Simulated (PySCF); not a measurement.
**AlBr3.OEt2 (C4H10AlBr3O): geometry, NMR shifts and electronic excitations**

Aim: predict the NMR shifts and electronic excitations of AlBr3.OEt2 (C4H10AlBr3O) (`CC[O+](CC)[Al-]([Br])([Br])[Br]`).

Computed with PySCF 2.14.0, with density-fitted response routines of our own, on a single molecule in the gas phase. Atoms are numbered from 0 throughout.

**1. The starting structure**

19 atoms, charge 0, multiplicity 1; geometry from: GFN2-xTB.

Bonds of the start (Å): C0–C1 1.52, C1–O2 1.44, O2–C3 1.44, C3–C4 1.52, O2–Al5 1.96, Al5–Br6 2.27, Al5–Br7 2.27, Al5–Br8 2.28, C0–H9 1.09, C0–H10 1.09, C0–H11 1.09, C1–H12 1.09, C1–H13 1.09, C3–H14 1.09, C3–H15 1.10, C4–H16 1.09, C4–H17 1.09, C4–H18 1.09.

**2. Geometry optimisation at PBE0-D3(BJ)/def2-SVP**

What the job is given:

```
{"job": {"xc": "PBE0", "basis": "def2-SVP", "d3": "d3bj", "grid": 1, "kind": "geom"}, "charge": 0, "multiplicity": 1}
C      2.004111    -0.983184    -0.442961
C      0.810818    -0.905584     0.495539
O      0.006745     0.253218     0.224413
C     -1.046340     0.041563    -0.729289
C     -2.260339    -0.630953    -0.109783
Al     0.409329     2.107345     0.715149
Br     1.995015     1.863526     2.318407
Br    -1.625033     2.841698     1.418255
Br     1.109895     2.937408    -1.288696
H      2.595954    -1.861967    -0.205371
H      2.630648    -0.100601    -0.323147
H      1.687317    -1.044998    -1.481615
H      0.184387    -1.797194     0.414303
H      1.154467    -0.814560     1.529228
H     -0.653556    -0.536223    -1.570835
H     -1.326929     1.034743    -1.098045
H     -2.028868    -1.631714     0.247411
H     -2.633444    -0.038908     0.722935
H     -3.043602    -0.705834    -0.858262
```

The log of the run:

```text
step   0  E = -8196.37114285  max force = 0.016790
step   1  E = -8196.37229983  max force = 0.005807
step   2  E = -8196.37273269  max force = 0.002893
step   3  E = -8196.37262484  max force = 0.004563
step   4  E = -8196.37274085  max force = 0.002152
step   5  E = -8196.37291755  max force = 0.002193
step   6  E = -8196.37306761  max force = 0.002982
step   7  E = -8196.37307754  max force = 0.001665
step   8  E = -8196.37312908  max force = 0.000839
step   9  E = -8196.37312755  max force = 0.001088
step  10  E = -8196.37312485  max force = 0.000905
step  11  E = -8196.37312607  max force = 0.000613
step  12  E = -8196.37312780  max force = 0.000509
step  13  E = -8196.37312942  max force = 0.000444
optimisation converged
```

Run time: 7.3 min. Hardware: 1 thread, shared host.

Relaxation path: (the energy doesn't fall at every step)

```csv
step,energy from step 0 (eV),largest force component (eV/Å)
0,0.0000,0.8634
1,-0.0315,0.2986
2,-0.0433,0.1488
3,-0.0403,0.2346
4,-0.0435,0.1107
5,-0.0483,0.1128
6,-0.0524,0.1533
7,-0.0526,0.0856
8,-0.0540,0.0431
9,-0.0540,0.0559
10,-0.0539,0.0465
11,-0.0540,0.0315
12,-0.0540,0.0262
13,-0.0541,0.0228
```

Distances of close pairs at the start and the end, largest changes first:

| bond | before (Å) | after (Å) | change (Å) |
| --- | --- | --- | --- |
| O2–Al5 | 1.960 | 1.916 | -0.043 |
| C3–C4 | 1.520 | 1.505 | -0.014 |
| C0–H9 | 1.086 | 1.100 | +0.014 |
| C4–H18 | 1.086 | 1.100 | +0.014 |
| C0–C1 | 1.520 | 1.507 | -0.013 |
| C4–H16 | 1.088 | 1.100 | +0.013 |
| C0–H11 | 1.088 | 1.100 | +0.012 |
| O2–C3 | 1.436 | 1.448 | +0.012 |

The final coordinates are the input of the step that follows.

```csv
at the end point,value
point group (found at 0.08 Å tolerance),C1
"rotational constants (GHz, main isotopes)","0.427, 0.383, 0.363"
dipole moment (D),6.86
```

**3. Nuclear shieldings: PBE0/pcSseg-1**

What the job is given:

```
{"job": {"kind": "nmr", "xc": "PBE0", "basis": "pcSseg-1"}, "charge": 0, "multiplicity": 1}
C      2.104084    -0.794370    -0.362547
C      0.917379    -0.786372     0.565996
O     -0.039095     0.235809     0.196912
C     -1.070194    -0.165697    -0.737260
C     -2.244553    -0.779756    -0.023000
Al     0.218570     2.110012     0.502023
Br     1.818908     2.152592     2.112403
Br    -1.848855     2.806309     1.138778
Br     0.878769     2.819249    -1.558315
H      2.793283    -1.598709    -0.065329
H      2.647885     0.159630    -0.306520
H      1.808007    -0.965151    -1.407970
H      0.373177    -1.741921     0.569818
H      1.213007    -0.554371     1.597495
H     -0.604711    -0.845698    -1.466851
H     -1.353431     0.748417    -1.278852
H     -1.962455    -1.690238     0.526345
H     -2.677983    -0.057156     0.682544
H     -3.015250    -1.054335    -0.758262
```

With the program's defaults for keys left out, this is: GIAO PBE0/pcSseg-1 NMR shielding, non-relativistic, gas phase.

The log of the run:

```text
coarse grid: 78968 points
cycle   1  E = -8196.5918781262  dE = -2.840e+00  |g| = 1.248e+00  |ddm| = 4.054e+00
cycle   2  E = -8196.6005693751  dE = -8.691e-03  |g| = 7.319e-01  |ddm| = 8.686e-01
cycle   3  E = -8196.6552964702  dE = -5.473e-02  |g| = 3.047e-01  |ddm| = 5.586e-01
cycle   4  E = -8196.6706905133  dE = -1.539e-02  |g| = 6.769e-02  |ddm| = 1.893e-01
cycle   5  E = -8196.6713438723  dE = -6.534e-04  |g| = 1.791e-02  |ddm| = 5.713e-02
cycle   6  E = -8196.6714206156  dE = -7.674e-05  |g| = 2.653e-03  |ddm| = 1.753e-02
cycle   7  E = -8196.6714218299  dE = -1.214e-06  |g| = 8.986e-04  |ddm| = 3.963e-03
final grid: 160872 points
cycle   8  E = -8196.6712335681  dE = -1.446e-07  |g| = 1.175e-03  |ddm| = 3.596e-03
cycle   9  E = -8196.6712333231  dE =  2.450e-07  |g| = 1.590e-03  |ddm| = 2.927e-03
cycle  10  E = -8196.6712338726  dE = -5.495e-07  |g| = 1.568e-04  |ddm| = 1.643e-03
cycle  11  E = -8196.6712338770  dE = -4.364e-09  |g| = 2.512e-05  |ddm| = 1.169e-04
cycle  12  E = -8196.6712338771  dE = -1.128e-10  |g| = 7.553e-06  |ddm| = 2.570e-05
converged SCF energy = -8196.6712338771

GIAO shielding tensors (ppm)
atom      isotropic    diamagn.    paramagn.     s11        s22        s33       span
  0 C      170.030     249.434     -79.404    152.934    175.199    181.956     29.022
  1 C      114.351     248.026    -133.675     78.485     94.724    169.844     91.360
  2 O      272.374     408.388    -136.014    233.610    273.728    309.785     76.175
  3 C      115.268     248.236    -132.968     80.193     98.761    166.850     86.657
  4 C      170.442     248.708     -78.266    152.275    173.987    185.065     32.790
  5 Al     434.748     794.212    -359.464    374.352    461.689    468.202     93.850
  6 Br    2655.568    3126.511    -470.943   2493.909   2561.658   2911.137    417.227
  7 Br    2638.401    3126.203    -487.802   2478.436   2519.805   2916.962    438.526
  8 Br    2624.925    3126.823    -501.898   2438.623   2526.244   2909.908    471.285
  9 H       30.393      28.166       2.226     25.935     26.036     39.207     13.271
 10 H       29.164      30.260      -1.096     24.287     30.512     32.693      8.405
 11 H       29.809      31.196      -1.387     25.965     28.557     34.905      8.940
 12 H       27.685      32.952      -5.267     21.511     28.145     33.399     11.888
 13 H       26.287      31.980      -5.693     21.325     27.638     29.897      8.571
 14 H       27.700      33.144      -5.444     22.469     27.772     32.858     10.389
 15 H       26.608      32.409      -5.801     21.779     27.808     30.236      8.457
 16 H       29.865      30.695      -0.830     24.996     28.806     35.792     10.796
 17 H       29.048      30.109      -1.061     22.111     30.873     34.161     12.050
 18 H       30.337      28.037       2.300     25.953     26.215     38.841     12.888
```

Wall time 69 s (1 thread, shared host).

Shifts follow as δ = σ(reference) − σ, with reference shieldings (ppm) from runs at the same level and on the same kind of geometry: ¹H TMS 31.27, ¹³C TMS 184.4, ¹⁷O H2O 334.6, ²⁷Al AlH4- 489.3, ⁷⁹Br HBr 2584. The references are single molecules in the gas phase, so shifts against H2O, NH3, PH3, H3PO4 or CFCl3 are not on the usual liquid scales and can be off by tens of ppm. Shifts against hydride references such as AlH4− lie on their own scale. Atoms listed in one row are averaged.

| atoms | environment | σ (ppm) | δ (ppm) |
| --- | --- | --- | --- |
| C1, C3 | sp3 CH2 bonded to O | 114.8 | 69.6 |
| C0, C4 | methyl carbon | 170.2 | 14.2 |
| H12, H13, H14, H15 | hydrogen on an sp3 CH2 bonded to O | 27.07 | 4.20 |
| H9, H10, H11, H16, H17, H18 | hydrogen on a methyl carbon | 29.77 | 1.50 |
| O2 | donor oxygen of a Lewis adduct | 272.4 | 62.2 |
| Al5 | aluminium bonded to 3 Br, O | 434.7 | 54.5 |
| Br6, Br7, Br8 | bromine bonded to Al | 2640 | -55 |

Charges from the same density, by scheme (e):

```
        atoms  Mulliken    IAO  Hirshfeld  ESP fit
       C0, C4     -0.29  -0.42      -0.12    -0.39
       C1, C3     -0.01  -0.05       0.03     0.22
           O2     -0.68  -0.36      -0.06    -0.34
          Al5      1.12   0.72       0.33     0.26
Br6, Br7, Br8     -0.42  -0.33      -0.19    -0.19
```

Mayer bond orders: C0–C1 1.08, C1–O2 0.76, O2–C3 0.76, C3–C4 1.07, O2–Al5 0.34, Al5–Br6 0.87, Al5–Br7 0.90, Al5–Br8 0.86.

**4. Ultraviolet spectrum: CAM-B3LYP/def2-SVPD**

Same as in step 3 but for these lines:

```diff
@@ -1,2 +1,2 @@
-{"job": {"kind": "nmr", "xc": "PBE0", "basis": "pcSseg-1"}, "charge": 0, "multiplicity": 1}
+{"job": {"kind": "uv", "xc": "CAM-B3LYP", "basis": "def2-SVPD", "ip": true}, "charge": 0, "multiplicity": 1}
 C      2.104084    -0.794370    -0.362547
```

Level: TDDFT CAM-B3LYP/def2-SVPD, vertical, gas phase, core orbitals frozen in the response.

The log of the run:

```text
coarse grid: 78968 points
cycle   1  E = -8197.8349816124  dE = -2.306e+00  |g| = 5.490e-01  |ddm| = 7.256e+00
cycle   2  E = -8197.8567767066  dE = -2.180e-02  |g| = 5.005e-01  |ddm| = 1.821e+00
cycle   3  E = -8197.9078844302  dE = -5.111e-02  |g| = 9.027e-02  |ddm| = 7.932e-01
cycle   4  E = -8197.9090721758  dE = -1.188e-03  |g| = 3.079e-02  |ddm| = 1.470e-01
cycle   5  E = -8197.9092831171  dE = -2.109e-04  |g| = 1.061e-02  |ddm| = 6.483e-02
cycle   6  E = -8197.9093076046  dE = -2.449e-05  |g| = 1.270e-03  |ddm| = 1.922e-02
cycle   7  E = -8197.9093080075  dE = -4.029e-07  |g| = 4.816e-04  |ddm| = 3.761e-03
final grid: 160872 points
cycle   8  E = -8197.9090610138  dE = -1.930e-07  |g| = 4.795e-04  |ddm| = 1.123e-02
cycle   9  E = -8197.9090610191  dE = -5.321e-09  |g| = 4.730e-04  |ddm| = 2.034e-03
cycle  10  E = -8197.9090610715  dE = -5.240e-08  |g| = 4.409e-05  |ddm| = 8.671e-04
cycle  11  E = -8197.9090610719  dE = -3.529e-10  |g| = 2.091e-05  |ddm| = 9.379e-05
converged SCF energy = -8197.9090610719

Static polarisability (au): isotropic 137.945, principal 132.268 135.861 145.707

Singlet excitations
state   eV       nm        f      main configurations
  1   6.7231    184.4   0.00068   H->L 0.69, H->L+1 0.14
  2   7.0271    176.4   0.04464   H-1->L 0.65, H-1->L+1 0.13
  3   7.0921    174.8   0.06478   H-2->L 0.65, H-2->L+1 0.12
  4   7.3121    169.6   0.10989   H-3->L 0.54, H-3->L+1 0.11
  5   7.3481    168.7   0.12369   H-4->L 0.57, H-4->L+1 0.11
  6   7.5199    164.9   0.17364   H-5->L 0.59, H-5->L+1 0.12
  7   7.7268    160.5   0.00001   H->L+1 0.30, H->L+4 0.30, H->L 0.13
  8   7.8008    158.9   0.00011   H->L+5 0.48, H->L+4 0.16, H->L+10 0.10
  9   7.9647    155.7   0.00310   H-1->L+1 0.28, H-1->L+4 0.14, H-1->L+5 0.11
 10   8.0047    154.9   0.00466   H->L+2 0.28, H-2->L+1 0.12

Triplet excitations (Tamm-Dancoff, eV): 6.4704 6.7015 6.7547 6.9934
Vertical ionisation energy (delta-SCF) = 9.8769 eV
```

Run time: 12 min. Hardware: 1 thread, shared host.

Frontier orbitals and where they lie:

```
orbital     eV                         atoms
 HOMO−3  -9.74  Br8 38 %, Br7 34 %, Br6 15 %
 HOMO−2  -9.46  Br6 43 %, Br7 28 %, Br8 19 %
 HOMO−1  -9.38  Br8 47 %, Br7 32 %, Br6 11 %
   HOMO  -9.09  Br8 38 %, Br7 35 %, Br6 26 %
   LUMO   0.43  Al5 33 %, Br6 14 %, Br7 12 %
 LUMO+1   0.94    H12 13 %, H14 9 %, Br7 8 %
 LUMO+2   1.19   Br8 20 %, Br7 18 %, Br6 8 %
```

With each of the 10 states as a Gaussian band of 0.4 eV half-width at 1/e, the curve within the window shown has maxima at 168 nm (ε 18,000) L/(mol cm). Beyond the last state computed it falls off for lack of states. The curve at chosen wavelengths:

(nm, ε (L/mol/cm)): (149, 345), (151, 742), (153, 1507), (155, 2838), (157, 4887), (160, 9184), (162, 12380), (164, 15225), (166, 17200), (168, 17984), (170, 17534), (172, 16053), (174, 13887), (177, 10156), (179, 7779), (181, 5705), (183, 4015), (185, 2715), (187, 1766), (189, 1106), (191, 669), (194, 295), (196, 164), (198, 89), (200, 47), (202, 24)

Further results of this job:

```csv
property,computed
dipole moment (D),6.90
polarisability (Å³),20.44
HOMO–LUMO gap (eV),9.52
−ε(HOMO) (eV),9.09
```

**5. NMR shieldings: WP04/pcSseg-1**

Same as in step 4 but for these lines:

```diff
@@ -1,2 +1,2 @@
-{"job": {"kind": "uv", "xc": "CAM-B3LYP", "basis": "def2-SVPD", "ip": true}, "charge": 0, "multiplicity": 1}
+{"job": {"kind": "nmr", "xc": "WP04", "basis": "pcSseg-1", "pop": false}, "charge": 0, "multiplicity": 1}
 C      2.104084    -0.794370    -0.362547
```

With the program's defaults for keys left out, this is: GIAO WP04/pcSseg-1 NMR shielding, non-relativistic, gas phase.

The log of the run:

```text
coarse grid: 78968 points
cycle   1  E = -8244.4998911104  dE = -2.821e+00  |g| = 1.089e+00  |ddm| = 4.001e+00
cycle   2  E = -8244.3751120651  dE =  1.248e-01  |g| = 1.243e+00  |ddm| = 1.791e+00
cycle   3  E = -8244.6582152958  dE = -2.831e-01  |g| = 3.013e-01  |ddm| = 1.061e+00
cycle   4  E = -8244.6694593174  dE = -1.124e-02  |g| = 1.470e-01  |ddm| = 2.642e-01
cycle   5  E = -8244.6735629754  dE = -4.104e-03  |g| = 1.764e-02  |ddm| = 1.214e-01
cycle   6  E = -8244.6736189560  dE = -5.598e-05  |g| = 7.298e-03  |ddm| = 2.495e-02
cycle   7  E = -8244.6736347030  dE = -1.575e-05  |g| = 1.395e-03  |ddm| = 9.996e-03
cycle   8  E = -8244.6736352392  dE = -5.362e-07  |g| = 6.112e-04  |ddm| = 2.291e-03
final grid: 160872 points
cycle   9  E = -8244.6733883693  dE = -5.189e-07  |g| = 7.674e-04  |ddm| = 4.310e-03
cycle  10  E = -8244.6733883081  dE =  6.129e-08  |g| = 9.107e-04  |ddm| = 1.154e-03
cycle  11  E = -8244.6733884804  dE = -1.723e-07  |g| = 8.920e-05  |ddm| = 6.442e-04
cycle  12  E = -8244.6733884815  dE = -1.175e-09  |g| = 2.874e-05  |ddm| = 6.020e-05
cycle  13  E = -8244.6733884817  dE = -1.273e-10  |g| = 8.081e-06  |ddm| = 2.316e-05
converged SCF energy = -8244.6733884817

GIAO shielding tensors (ppm)
atom      isotropic    diamagn.    paramagn.     s11        s22        s33       span
  0 C      156.367     250.108     -93.741    140.547    160.215    168.339     27.791
  1 C       99.364     250.009    -150.645     62.182     80.667    155.243     93.062
  2 O      262.153     413.534    -151.381    225.838    264.231    296.390     70.552
  3 C      100.075     250.043    -149.968     63.456     84.168    152.602     89.147
  4 C      156.723     249.459     -92.736    140.065    158.856    171.249     31.184
  5 Al     442.623     796.580    -353.957    378.793    471.826    477.251     98.459
  6 Br    2651.822    3133.541    -481.720   2469.792   2546.817   2938.856    469.064
  7 Br    2634.084    3133.300    -499.216   2456.158   2500.364   2945.731    489.572
  8 Br    2626.092    3134.179    -508.087   2428.259   2507.675   2942.340    514.081
  9 H       30.625      28.005       2.619     26.527     26.619     38.727     12.200
 10 H       29.452      31.054      -1.602     24.969     30.780     32.607      7.638
 11 H       30.101      32.365      -2.264     26.571     28.924     34.808      8.237
 12 H       28.036      34.102      -6.066     22.269     28.320     33.520     11.251
 13 H       26.703      32.691      -5.988     21.948     27.842     30.320      8.371
 14 H       28.031      34.359      -6.328     23.192     27.901     33.000      9.808
 15 H       27.013      33.258      -6.245     22.457     27.890     30.692      8.235
 16 H       30.174      31.732      -1.558     25.699     29.164     35.660      9.961
 17 H       29.306      30.855      -1.549     22.811     31.184     33.922     11.111
 18 H       30.575      27.885       2.690     26.569     26.749     38.408     11.839
```

Wall time 66 s (1 thread, shared host).

This run: δ C1 72.7, C0 15.9, O2 55.4, Al5 40.9, H12 4.12, H9 1.53 ppm (means over like atoms).

**6. Run by run: NMR shifts**

Shifts (ppm), means over like atoms, with basis size and wall time:

| run | C1 | C0 | H12 | H9 | O2 | Al5 | Br6 | functions | time |
| --- | --- | --- | --- | --- | --- | --- | --- | --- | --- |
| PBE0/pcSseg-1 | 69.6 | 14.2 | 4.20 | 1.50 | 62.2 | 54.5 | -55 | 282 | 69 s |
| WP04/pcSseg-1 | 72.7 | 15.9 | 4.12 | 1.53 | 55.4 | 40.9 | -182 | 282 | 66 s |

**7. Outcome**

| quantity | value |
| --- | --- |
| point group | C1 |
| rotational constants (main isotopes) | 0.43, 0.38, 0.36 GHz |
| ¹³C shifts against TMS (PBE0/pcSseg-1, means over atoms taken as alike) | 69.6, 14.2 ppm |
| ¹H shifts against TMS (PBE0/pcSseg-1, means over atoms taken as alike) | 4.20, 1.50 ppm |
| ¹⁷O shifts against H2O (PBE0/pcSseg-1) | 62.2 ppm |
| ²⁷Al shifts against AlH4- (PBE0/pcSseg-1) | 54.5 ppm |
| ⁷⁹Br shifts against HBr (PBE0/pcSseg-1, means over atoms taken as alike) | -55 ppm |
| lowest singlet (CAM-B3LYP/def2-SVPD) | 6.72 eV (184 nm), f = 0.001 |
| brightest single state of those computed | state 6, 7.52 eV, f = 0.174 |
| lowest triplet | 6.47 eV |
| vertical ionisation energy (ΔSCF) | 9.88 eV |
| range of the shift of Br6 | -182 to -55 ppm |

Relaxing lowered the energy by 0.054 eV in 13 steps; the close pair that moved most is O2–Al5, from 1.960 to 1.916 Å. The most deshielded carbon is C1, C3 (mean) (sp3 CH2 bonded to O), at 69.6 ppm: deshielded by the electronegative neighbour. H12, H13, H14, H15 (mean) (hydrogen on an sp3 CH2 bonded to O) lies farthest downfield among hydrogen, at 4.20 ppm; its carbon carries O, which withdraws density. At PBE0/pcSseg-1: The widest tensor belongs to Br6, Br7, Br8: span 442 ppm, with a paramagnetic part of -487 ppm. The first singlet state (HOMO→LUMO 0.69, HOMO→LUMO+1 0.14) lies at 6.72 eV and is dark; of the 10 states computed, the strongest absorption comes from state 6 at 7.52 eV. The lowest triplet lies 0.25 eV below the lowest singlet (triplets in Tamm-Dancoff, singlets in full TDDFT). ΔSCF puts the ionisation energy at 9.88 eV, 0.79 eV above −ε(HOMO). Across the 2 runs the shift of Br6 (with its like atoms) moves most, between -182 (WP04/pcSseg-1) and -55 ppm (PBE0/pcSseg-1). Most of that comes from the computed reference, not from the atom's own shielding. Spin-orbit coupling is left out, which matters for shieldings and couplings at and beside the heavy atoms.
